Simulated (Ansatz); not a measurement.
# Ga2GeO: the cost of one run

Computed with Ansatz 0.2.0 (DFT PBE, scalar-relativistic, plane waves, PAW, unless a step's input says otherwise).

1 further run of the same task is left out (set aside as unsound or not needed).

## (1) The structure to begin with

Symmetry: P-6m2, No. 187, hexagonal system. Conventional cell: a = 2.995 Å, b = 2.995 Å, c = 7.993 Å, α = 90.00°, β = 90.00°, γ = 120.00°. Around Ga (site symmetry 3m) lie 3 O at 2.28 Å. Ge (site symmetry -6m2) is surrounded by 6 Ge at 3.00 Å and 6 Ga at 3.05 Å. O (site symmetry -6m2) is surrounded by 6 Ga at 2.28 Å.

Structure file:

```
Ga Ge O
1.0
     2.99518    0.00000    0.00000
    -1.49759    2.59390    0.00000
     0.00000    0.00000    7.99279
Ga Ge O
2 1 1
Direct
  0.00000 0.00000 0.81495
  0.00000 0.00000 0.18505
  0.66667 0.33333 0.50000
  0.33333 0.66667 0.00000
```

The cell was relaxed beforehand at this level, from a database cell with other species swapped in; it needn't be the stable form of this composition. At a tolerance of 0.05 Å it has space group P-6m2 (No. 187); it has 15.52 Å³/atom, an uncorrected energy of -0.35 eV/atom over the elements.

## (2) Electronic structure at the relaxed geometry

Contents of input.yaml:

```yaml
crystal:
  lattice:
    - [2.9951773501, 0.0, 0.0]
    - [-1.4975886751, 2.593899674, 0.0]
    - [0.0, 0.0, 7.9927899546]
  atoms:
    - { symbol: Ga, position: [0.0, 0.0, 0.8149547912] }
    - { symbol: Ga, position: [0.0, 0.0, 0.1850452088] }
    - { symbol: Ge, position: [0.6666666667, 0.3333333333, 0.5] }
    - { symbol: O, position: [0.3333333333, 0.6666666667, 0.0] }
basis:
  ecutwfc: 420
kpoints:
  mp_grid: { grid: [18, 18, 8] }
  band_path:
    path:
      - [[0.0, 0.0, 0.0], [0.5, 0.0, 0.0], [0.33333333, 0.33333333, 0.0], [0.0, 0.0, 0.0], [0.0, 0.0, 0.5], [0.5, 0.0, 0.5], [0.33333333, 0.33333333, 0.5], [0.0, 0.0, 0.5]]
      - [[0.5, 0.0, 0.5], [0.5, 0.0, 0.0]]
      - [[0.33333333, 0.33333333, 0.5], [0.33333333, 0.33333333, 0.0]]
    npoints: 14
hamiltonian:
  xc: pbe
scf:
  occupations: { method: gaussian, width: 0.1 }
  n_extra_bands: 10
output:
  forces: true
  stress: true
  eigenvalues: true
  populations: true
  dos: { projected: true, de: 0.02, nscf_kmesh: { grid: [22, 22, 10] } }
  bader: true
```

Started as:

```console
$ ansatz run input.yaml --threads 1 --pin off --max-ram 2560MiB --backend cpu --events-out ev --progress --plain --runs-dir out
```

What time and memory should one allow on 1 thread of Arm Neoverse V1, shared host?

About 1.9 min, with a peak of 0.66 GiB.
